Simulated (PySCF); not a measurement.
# CuH5S5 (-2): ligand-field states, part 2 of 2

PySCF 2.14.0. Atoms count from 0. The steps go on from the part before.

### Step 5. Ligand-field states: state-averaged CASSCF (apical angle at 105°) in water

What the job is given:

```
{"job": {"kind": "lf", "basis": {"metal": "x2c-TZVPall", "ligand": "x2c-SVPall"}, "nevpt": true, "solvent": "water", "reuse": true}, "charge": -2, "metal": "Cu", "open_shell": "d8"}
Cu     0.000000     0.000000     0.000000
S      0.000000     0.000000     2.220000
H      1.320000     0.000000     2.470000
S      2.144355     0.000000    -0.574578
H      2.385837     1.320000    -0.639283
S     -2.144355     0.000000    -0.574578
H     -2.385837    -1.320000    -0.639283
S      0.000000     2.144355    -0.574578
H     -1.320000     2.385837    -0.639283
S     -0.000000    -2.144355    -0.574578
H      1.320000    -2.385837    -0.639283
```

Method: state-averaged CASSCF of the metal d shell, SC-NEVPT2 on the averaged canonical orbitals, state-interaction spin-orbit coupling.

Standard output:

```text
basis functions 163, electrons 116, active (8e, 5o)
start from the orbitals of the previous structure
stage 1: DIIS on the effective Fock matrix, level shift 0.30
cycle   1  E = -3644.0520839452  dE = -3.644e+03  max|g| = 2.505e+00
cycle   2  E = -3647.7708563389  dE = -3.719e+00  max|g| = 4.786e-01
cycle   3  E = -3648.0288616456  dE = -2.580e-01  max|g| = 3.057e-01
cycle   4  E = -3648.2484994282  dE = -2.196e-01  max|g| = 3.406e-01
cycle   5  E = -3648.3373269987  dE = -8.883e-02  max|g| = 7.050e-02
cycle   6  E = -3648.3638955360  dE = -2.657e-02  max|g| = 1.717e-01
cycle   7  E = -3648.3947684507  dE = -3.087e-02  max|g| = 1.556e-01
cycle   8  E = -3648.4271870642  dE = -3.242e-02  max|g| = 1.235e-01
cycle   9  E = -3648.4602803665  dE = -3.309e-02  max|g| = 5.324e-02
cycle  10  E = -3648.4787316477  dE = -1.845e-02  max|g| = 3.560e-02
cycle  11  E = -3648.4867994337  dE = -8.068e-03  max|g| = 2.975e-02
cycle  12  E = -3648.4918766365  dE = -5.077e-03  max|g| = 5.376e-02
cycle  13  E = -3648.4897991139  dE =  2.078e-03  max|g| = 3.675e-02
cycle  14  E = -3648.4854793791  dE =  4.320e-03  max|g| = 2.661e-02
cycle  15  E = -3648.4805502221  dE =  4.929e-03  max|g| = 5.852e-02
stage 2: quasi-Newton rotations from the point of smallest gradient
cycle  17  E = -3648.4858269751  dE = -3.476e-04  max|g| = 1.189e-01
cycle  18  E = -3648.4945038609  dE = -8.677e-03  max|g| = 1.570e-02
cycle  19  E = -3648.4982979166  dE = -3.794e-03  max|g| = 1.438e-02
cycle  20  E = -3648.5029747280  dE = -4.677e-03  max|g| = 4.304e-02
cycle  21  E = -3648.5068683312  dE = -3.894e-03  max|g| = 2.423e-02
cycle  22  E = -3648.5135809500  dE = -6.713e-03  max|g| = 1.376e-02
cycle  24  E = -3648.5150814242  dE = -1.500e-03  max|g| = 1.623e-02
cycle  25  E = -3648.5154954933  dE = -4.141e-04  max|g| = 3.782e-02
cycle  26  E = -3648.5160193530  dE = -5.239e-04  max|g| = 4.114e-03
cycle  27  E = -3648.5160712739  dE = -5.192e-05  max|g| = 1.437e-03
cycle  28  E = -3648.5160830793  dE = -1.181e-05  max|g| = 3.499e-04
cycle  29  E = -3648.5160845778  dE = -1.498e-06  max|g| = 1.655e-04
cycle  30  E = -3648.5160851143  dE = -5.366e-07  max|g| = 8.352e-05
cycle  31  E = -3648.5160851481  dE = -3.371e-08  max|g| = 3.509e-05
cycle  32  E = -3648.5160851576  dE = -9.492e-09  max|g| = 1.985e-05
cycle  33  E = -3648.5160851590  dE = -1.496e-09  max|g| = 8.857e-06
converged average energy = -3648.5160851590

 mult deg   label        CASSCF/cm-1   NEVPT2/cm-1
   1   1   1G                  0.0           0.0
   3   1   3F              -6312.0        9770.3
   1   1   1D               4110.5       18684.0
   3   1   3F              -3166.7       25288.7
   3   1   3F              -2399.4       29256.7
   1   1   1D               8493.5       33974.4
   1   1   1D               9388.9       38032.4
   1   1   1G              21415.6       45994.9
   3   1   3F               4506.4       49048.5
   3   1   3F              13319.7       53412.3
   1   1   1G              13286.3       55014.5
   3   1   3F              13454.3       56660.3
   1   1   1G              23821.6       58034.9
   3   1   3F              10361.7       60623.8
   1   1   1G              24991.0       61020.3
   3   1   3P              19425.4       62348.3
   1   1   1D              24280.0       69419.4
   3   1   3P              25625.3       71568.6
   1   1   1G              31571.6       72182.0
   1   1   1G              32605.2       74677.9
   3   1   3P              26810.6       75075.3
   1   1   1G              39950.4       85892.6
   1   1   1G              37673.9       86922.3
   1   1   1G              40184.9       91055.7
   1   1   1S              67495.7      110242.8

spin-orbit levels / cm-1
      0.00  x1  1G 1.00
   9749.85  x1  3F 1.00
   9754.78  x1  3F 1.00
   9757.06  x1  3F 1.00
  18636.32  x1  1D 0.99
  25269.02  x1  3F 0.99
  25280.82  x1  3F 0.98
  25311.70  x1  3F 1.00
  29254.22  x1  3F 0.99
  29330.63  x1  3F 0.99
  29338.70  x1  3F 0.98
  34020.87  x1  1D 0.99
  38054.04  x1  1D 1.00
  45933.40  x1  1G 0.99
  49050.64  x1  3F 0.99
  49057.25  x1  3F 0.99
  49065.19  x1  3F 1.00
  53365.49  x1  3F 0.98
  53371.92  x1  3F 0.98
  53442.71  x1  3F 0.98
  55044.81  x1  1G 0.97
  56460.38  x1  3F 0.90 1G 0.06
  56590.12  x1  3F 0.96
  56717.17  x1  3F 0.98
  58079.65  x1  1G 0.91 3F 0.08
  60399.82  x1  3F 0.63 1G 0.34
  60782.54  x1  3F 0.96
  60797.79  x1  3F 0.97
  61219.34  x1  1G 0.56 3F 0.35 3P 0.09
  62442.75  x1  3P 0.99
```

Wall time 16 s (1 thread of Arm Neoverse V1, shared host); peak memory 0.41 GiB.

Warnings kept with the result: an active orbital is not mainly the metal shell.

An active orbital is only 59 % metal, under the run's own bar for a metal shell, so levels, ζ, ground spin and magnetism of this run may not be those of the metal's shell and are not read here.

### Step 6. Ligand-field states: state-averaged CASSCF (apical angle at 110°) in water

What the job is given:

```
{"job": {"kind": "lf", "basis": {"metal": "x2c-TZVPall", "ligand": "x2c-SVPall"}, "nevpt": true, "solvent": "water", "reuse": true}, "charge": -2, "metal": "Cu", "open_shell": "d8"}
Cu     0.000000     0.000000     0.000000
S      0.000000     0.000000     2.220000
H      1.320000     0.000000     2.470000
S      2.086118     0.000000    -0.759285
H      2.321041     1.320000    -0.844790
S     -2.086118     0.000000    -0.759285
H     -2.321041    -1.320000    -0.844790
S      0.000000     2.086118    -0.759285
H     -1.320000     2.321041    -0.844790
S     -0.000000    -2.086118    -0.759285
H      1.320000    -2.321041    -0.844790
```

Method: state-averaged CASSCF of the metal d shell, SC-NEVPT2 on the averaged canonical orbitals, state-interaction spin-orbit coupling.

Standard output:

```text
basis functions 163, electrons 116, active (8e, 5o)
start from the orbitals of the previous structure
stage 1: DIIS on the effective Fock matrix, level shift 0.30
cycle   1  E = -3646.6518569726  dE = -3.647e+03  max|g| = 1.051e+00
cycle   2  E = -3648.2107031954  dE = -1.559e+00  max|g| = 3.885e-01
cycle   3  E = -3648.2678266096  dE = -5.712e-02  max|g| = 2.341e-01
cycle   4  E = -3648.3405197597  dE = -7.269e-02  max|g| = 8.859e-02
cycle   5  E = -3648.4528605743  dE = -1.123e-01  max|g| = 1.143e-01
cycle   6  E = -3648.4733106167  dE = -2.045e-02  max|g| = 7.415e-02
cycle   7  E = -3648.4719552563  dE =  1.355e-03  max|g| = 4.828e-02
cycle   8  E = -3648.4689930788  dE =  2.962e-03  max|g| = 9.353e-02
cycle   9  E = -3648.4562892172  dE =  1.270e-02  max|g| = 1.407e-01
cycle  10  E = -3648.4190768437  dE =  3.721e-02  max|g| = 2.313e-01
cycle  11  E = -3648.3651986749  dE =  5.388e-02  max|g| = 3.370e-01
cycle  12  E = -3648.3211071615  dE =  4.409e-02  max|g| = 4.281e-01
cycle  13  E = -3648.2892584767  dE =  3.185e-02  max|g| = 4.820e-01
cycle  14  E = -3648.2566327573  dE =  3.263e-02  max|g| = 5.312e-01
cycle  15  E = -3648.2383133975  dE =  1.832e-02  max|g| = 5.520e-01
stage 2: quasi-Newton rotations from the point of smallest gradient
cycle  18  E = -3648.4777003352  dE = -5.745e-03  max|g| = 2.498e-02
cycle  19  E = -3648.4873611275  dE = -9.661e-03  max|g| = 1.404e-02
cycle  20  E = -3648.4915938656  dE = -4.233e-03  max|g| = 1.489e-02
cycle  21  E = -3648.4943852521  dE = -2.791e-03  max|g| = 8.025e-03
cycle  22  E = -3648.4965782157  dE = -2.193e-03  max|g| = 7.091e-03
cycle  24  E = -3648.4980224919  dE = -1.444e-03  max|g| = 6.770e-03
cycle  25  E = -3648.4999487276  dE = -1.926e-03  max|g| = 3.692e-02
cycle  26  E = -3648.5006998653  dE = -7.511e-04  max|g| = 2.975e-02
cycle  27  E = -3648.5014197432  dE = -7.199e-04  max|g| = 5.157e-03
cycle  28  E = -3648.5017015086  dE = -2.818e-04  max|g| = 5.215e-03
cycle  29  E = -3648.5017630343  dE = -6.153e-05  max|g| = 2.860e-03
cycle  30  E = -3648.5017748863  dE = -1.185e-05  max|g| = 3.911e-04
cycle  31  E = -3648.5017764762  dE = -1.590e-06  max|g| = 3.784e-04
cycle  32  E = -3648.5017768298  dE = -3.536e-07  max|g| = 1.257e-04
cycle  33  E = -3648.5017768846  dE = -5.476e-08  max|g| = 2.280e-05
cycle  34  E = -3648.5017768927  dE = -8.039e-09  max|g| = 2.701e-05
cycle  35  E = -3648.5017768949  dE = -2.280e-09  max|g| = 9.693e-06
converged average energy = -3648.5017768949

 mult deg   label        CASSCF/cm-1   NEVPT2/cm-1
   1   1   1G                  0.0           0.0
   3   1   3F              -6734.9       15877.4
   1   1   1D               3282.8       24349.2
   3   1   3F              -4330.5       25394.7
   3   1   3F              -3478.3       29482.4
   1   1   1D               7155.9       33332.1
   1   1   1D               8125.7       37493.0
   3   1   3F               2991.4       51653.6
   1   1   1G              21909.7       55879.4
   1   1   1G              11375.2       57416.4
   3   1   3F              12604.5       57992.8
   3   1   3F              12772.6       60886.3
   1   1   1G              23141.9       61504.9
   3   1   3P              16731.4       61974.7
   1   1   1G              24574.6       65237.9
   3   1   3F              11476.1       66944.3
   1   1   1G              28309.9       70713.0
   1   1   1D              24275.6       72396.9
   3   1   3P              24242.2       73328.4
   3   1   3P              25367.6       77009.1
   1   1   1G              30698.3       77759.1
   1   1   1G              37580.7       83926.0
   1   1   1G              35512.9       88025.3
   1   1   1G              38168.7       92188.2
   1   1   1S              66594.4      114930.2

spin-orbit levels / cm-1
      0.00  x1  1G 1.00
  15835.14  x1  3F 0.99
  15843.67  x1  3F 1.00
  15850.16  x1  3F 1.00
  24145.27  x1  1D 0.88 3F 0.12
  25387.57  x1  3F 0.98
  25428.68  x1  3F 0.99
  25513.07  x1  3F 0.87 1D 0.11
  29479.26  x1  3F 0.99
  29563.77  x1  3F 0.99
  29593.47  x1  3F 0.97
  33391.12  x1  1D 0.99
  37520.17  x1  1D 1.00
  51651.24  x1  3F 0.99
  51664.52  x1  3F 1.00
  51668.54  x1  3F 1.00
  55696.26  x1  1G 0.93 3F 0.05
  57377.66  x1  1G 0.91 3F 0.09
  57903.75  x1  3F 0.97
  57995.74  x1  3F 0.91 1G 0.04
  58085.93  x1  3F 0.91 1G 0.05
  60444.94  x1  3F 0.65 1G 0.18 3P 0.16
  60741.54  x1  3F 0.85 3P 0.12
  60900.89  x1  3F 0.98
  61566.98  x1  1G 0.63 3F 0.28 3P 0.09
  62033.95  x1  3P 0.93
  62247.90  x1  3P 0.85 3F 0.13
  62358.40  x1  3P 0.78 1G 0.18 3F 0.04
  65241.92  x1  1G 0.92 3F 0.06
  67050.18  x1  3F 0.98
```

Wall time 17 s (1 thread of Arm Neoverse V1, shared host); peak memory 0.45 GiB.

Warnings kept with the result: an active orbital is not mainly the metal shell.

An active orbital is only 56 % metal, under the run's own bar for a metal shell, so levels, ζ, ground spin and magnetism of this run may not be those of the metal's shell and are not read here.

### Step 7. Summary of results

What follows sums up all 2 parts.

| quantity | value |
| --- | --- |
| spin-orbit constant ζ (step 2, state-averaged CASSCF in water) | 680 cm⁻¹ |
| ground multiplicity, μ(eff) at 300 K (step 2, 5 donors at 2.22 Å) | 1, 0.21 μB |

**Reading.** In step 2 the ground spin is not settled: NEVPT2 puts multiplicity 1 lowest, 4848 cm⁻¹ below multiplicity 3, and CASSCF favours 3. In step 2, χT goes from 0.00 at 2 K to 0.01 cm³ K/mol at 300 K: the ground level is non-magnetic, and only a small temperature-independent term remains. Steps 3, 4, 5, 6 are set aside: its active space failed the test for the metal's shell. The bonding is strongly covalent, and an active space of the metal's shell alone is small for it, so these values are rough.
